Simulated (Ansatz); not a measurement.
**CH3ClIn radical: one species, many methods**

The task here is to estimate one member of a computed series from the others.

Method: functionals in def2-TZVPP, the program's frozen cores in correlated methods; program: Ansatz 0.2.0, Gaussian basis.

Plan: LDA (SPW92), PBE-D4, revPBE-D4, BLYP-D4, r2SCAN-D4, B97M-V, PBE0-D4, B3LYP-D4, r2SCANh-D4, r2SCAN0-D4, HSE06-D4, BHLYP-D4, CAM-B3LYP-D4, LC-ωPBE, ωB97X-V, ωB97M-V, B2PLYP, PBE-QIDH; CCSD(T)/def2-SVP; CCSD(T)/def2-TZVPP; MP2/def2-QZVPP; extrapolation to the limit; RPA on PBE.

## Structure used throughout

The geometry comes from an earlier relaxation with PBE0-D4 in a triple-zeta def2 set; it is a stationary point. In takes the def2 core potential; no spin-orbit term is included.

SMILES `[CH3][In][Cl]`, 6 atoms, charge 0, spin multiplicity 2.

Atoms are counted from 1 here; the program's logs count them from 0.

Bond lengths: C1–In2 2.214 Å, C1–H4 1.090 Å, C1–H5 1.087 Å, C1–H6 1.090 Å, In2–Cl3 2.383 Å. Angles: In2–C1–H4 106.0°, In2–C1–H5 110.5°, In2–C1–H6 106.1°, H4–C1–H5 111.6°, H4–C1–H6 110.7°, H5–C1–H6 111.6°, C1–In2–Cl3 112.2°.

The first run:

in.yaml reads:

```yaml
crystal:
  periodic: [false, false, false]
  atoms:
    - {symbol: C, position_ang: [0.740540, -0.195075, -0.316395]}
    - {symbol: In, position_ang: [-1.031595, 1.116846, -0.120094]}
    - {symbol: Cl, position_ang: [-2.649261, 0.223869, 1.384475]}
    - {symbol: H, position_ang: [0.366008, -1.156333, -0.668921]}
    - {symbol: H, position_ang: [1.457285, 0.235128, -1.011331]}
    - {symbol: H, position_ang: [1.159022, -0.288436, 0.685966]}
basis:
  gaussian: {orbitals: def2-TZVPP}
magnetization: {spin_polarized: true, initial_magnetization: 1}
hamiltonian: {xc: lda}
output: {orbitals: {seedname: orbitals}}
```

Among the steps run: LDA; PBE-D4 (GGA); revPBE-D4 (GGA); BLYP-D4 (GGA); r2SCAN-D4 (meta-GGA); B97M-V (meta-GGA); PBE0-D4 (hybrid); B3LYP-D4 (hybrid); r2SCANh-D4 (hybrid); r2SCAN0-D4 (hybrid); HSE06-D4 (hybrid); BHLYP-D4 (hybrid); CAM-B3LYP-D4 (range-separated); LC-ωPBE-D4 (range-separated; the results give it without D4); ωB97X-V (range-separated); ωB97M-V (range-separated); B2PLYP (double hybrid); PBE-QIDH (double hybrid).

One table of the session follows, with a row left open; its other results are not shown here.

It belongs to the step «Orbital energies across the functionals». 

| functional | HOMO (eV) | LUMO (eV) | gap (eV) |
| --- | --- | --- | --- |
| LDA (SPW92) | -5.10 | -4.40 | 0.70 |
| PBE-D4 | -4.98 | -4.06 | 0.92 |
| revPBE-D4 | ? | ? | ? |
| BLYP-D4 | -4.82 | -4.06 | 0.77 |
| r2SCAN-D4 | -5.34 | -3.74 | 1.60 |
| B97M-V | -5.04 | -4.18 | 0.86 |
| PBE0-D4 | -6.00 | -3.22 | 2.78 |
| B3LYP-D4 | -5.79 | -3.58 | 2.20 |
| r2SCANh-D4 | -5.72 | -3.44 | 2.28 |
| r2SCAN0-D4 | -6.28 | -2.99 | 3.28 |
| HSE06-D4 | -5.61 | -3.59 | 2.02 |
| BHLYP-D4 | -6.85 | -2.48 | 4.37 |
| CAM-B3LYP-D4 | -7.19 | -2.40 | 4.79 |
| LC-ωPBE | -8.48 | -1.08 | 7.40 |
| ωB97X-V | -8.02 | -1.43 | 6.60 |
| ωB97M-V | -7.98 | -1.63 | 6.34 |

Estimate the missing values for revPBE-D4.

As computed: HOMO (eV): -4.93; LUMO (eV): -3.93; gap (eV): 1.00. In the column «HOMO (eV)» it lies between PBE-D4 (-4.98) and BLYP-D4 (-4.82).
